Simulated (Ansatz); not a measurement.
Working through a supercell folding check of YbS, space group Fm-3m

Program: the Python package of Ansatz (0.2.0).

Notebook, run cell by cell (the value of a cell's last expression is shown):

**Cell 1**
```python
import ansatz as az
```

**Cell 2**
```python
XC = 'PBEsol'
SMEARING = 'fermi_dirac'
SMEARING_WIDTH = 0.01
MAX_ITERATIONS = 100
```

**Cell 3**
```python
ybs = (
    az.Lattice.of((0.0, 2.8385, 2.8385), (2.8385, 0.0, 2.8385), (2.8385, 2.8385, 0.0))
    .atom('Yb', (0.5, 0.5, 0.5))
    .atom('S', (0.0, 0.0, 0.0))
)
```

**Cell 4**
```python
# the mesh shrinks as the cell grows, so that all cells sample the same points
mesh = (6, 6, 6)
rows = []
for repeats in [(1, 1, 1), (1, 2, 1), (2, 2, 1)]:
    model = (
        ybs.supercell(*repeats).calculation()
        .functional(XC)
        .pseudopotentials('paw')
        .hubbard('Yb', 'f', u_eff=2.0)
        .occupations(SMEARING, width=SMEARING_WIDTH)
        .scf(max_iterations=MAX_ITERATIONS)
        .mixing('anderson')
        .kpoints(*(k // n for k, n in zip(mesh, repeats)))
    )
    report = model.run(threads=1).report
    n = len(report['lattice']['sites'])
    rows.append((repeats, n, report['free_energy_ev'] / n, report['fermi_energy_ev'], report['n_kpoints'], report['n_symmetry_ops']))
print('       repeats           atoms       F/atom eV  Fermi level eV        k-points  symmetry operations')
for row in rows:
    print(f'{str(row[0]):>14s}  {row[1]:14d}  {row[2]:14.5f}  {row[3]:14.4f}  {row[4]:14d}  {row[5]:19d}')
```
Output:
```text
DeckWarning: basis.ecutwfc = 420 eV, auto-derived from the records' recommended cutoffs: set by Yb (normal level)
       repeats           atoms       F/atom eV  Fermi level eV        k-points  symmetry operations
     (1, 1, 1)               2     -7282.78991         11.4554              16                   48
     (1, 2, 1)               4     -7282.78991         11.4556              16                   24
     (2, 2, 1)               8     -7282.78991         11.4555              16                   32
```

Reading the output:
- These settings explore the input space; cutoff and mesh may be short of convergence.
- Open f shells: with a Hubbard U, without spin-orbit coupling, without spin; the state reached hangs on the start and needn't be the lowest.
- U, its shell and the double counting are chosen to explore, and aren't derived for this compound.
- The mesh is modest for a metal, so energies can be off by several to tens of meV an atom and pressures by half a GPa or more; differences at equal mesh fare better.
- A Hubbard U without spin forces both spins into the same orbitals, which can open a gap or pick a state that a spin-polarised run wouldn't.
- The structure is a deposited one; some such entries were measured under pressure or heat, so a shift against it needn't be the functional's error alone.
- Warnings are shown shortened and without file and line.
- The count of operations in a supercell holds its pure translations too, and an uneven repeat can lower the point group.
- Wall time of the script: 53 s on 1 thread of Arm Neoverse N1 (shared host), peak memory 0.63 GiB.
